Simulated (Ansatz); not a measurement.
# BClF3H: the cost of one run

Program: Ansatz 0.2.0. Level of theory: RKS PBE/def2-SVP. These are calculated values, not measurements.

## Step 1: Starting point

Bond lengths: B1–Cl2 2.210 Å, B1–F3 1.320 Å, B1–F4 1.320 Å, B1–F5 1.620 Å, Cl2–H6 1.365 Å. Angles: B1–Cl2–H6 61.1°, Cl2–B1–F3 120.0°, Cl2–B1–F4 120.0°, Cl2–B1–F5 71.6°, F3–B1–F4 120.0°, F3–B1–F5 97.0°, F4–B1–F5 101.2°.

As a file:

```xyz
6

B     0.0000    0.0000    0.0000
Cl    0.0000    0.0000    2.2100
F     1.1431    0.0000   -0.6600
F    -1.1431    0.0000   -0.6600
F     0.0677   -1.5359    0.5108
H     0.0526   -1.1933    1.5499
```

## Step 2: A restrained relaxation towards end A

Springs on the bonds that form and break draw the guess towards this end; the thresholds are loose.

input.yaml reads:

```yaml
crystal:
  periodic: [false, false, false]
  atoms:
    - { symbol: B, position_ang: [0.0, 0.0, 0.0] }
    - { symbol: Cl, position_ang: [0.0, 0.0, 2.21] }
    - { symbol: F, position_ang: [1.1431, 0.0, -0.66] }
    - { symbol: F, position_ang: [-1.1431, 0.0, -0.66] }
    - { symbol: F, position_ang: [0.0677, -1.5359, 0.5108] }
    - { symbol: H, position_ang: [0.0526, -1.1933, 1.5499] }
basis:
  gaussian: { orbitals: def2-SVP }
hamiltonian:
  xc: pbe
relax:
  f_tol: 0.15
  max_steps: 25
  restrain:
    - { distance: [0, 4], at: 2.52, k: 30.0 }
    - { distance: [5, 1], at: 2.57, k: 30.0 }
    - { distance: [0, 1], at: 1.86, k: 30.0 }
    - { distance: [5, 4], at: 0.92, k: 30.0 }
```

On the command line:

```bash
> ansatz run input.yaml --threads 1 --pin off --max-ram 2048MiB --backend cpu --events-out ev --progress --plain --runs-dir out
```

What time and memory should one allow on 1 thread of Intel Xeon Platinum 8488C (Sapphire Rapids), shared host?

About 10 s, with a peak of 0.16 GiB.
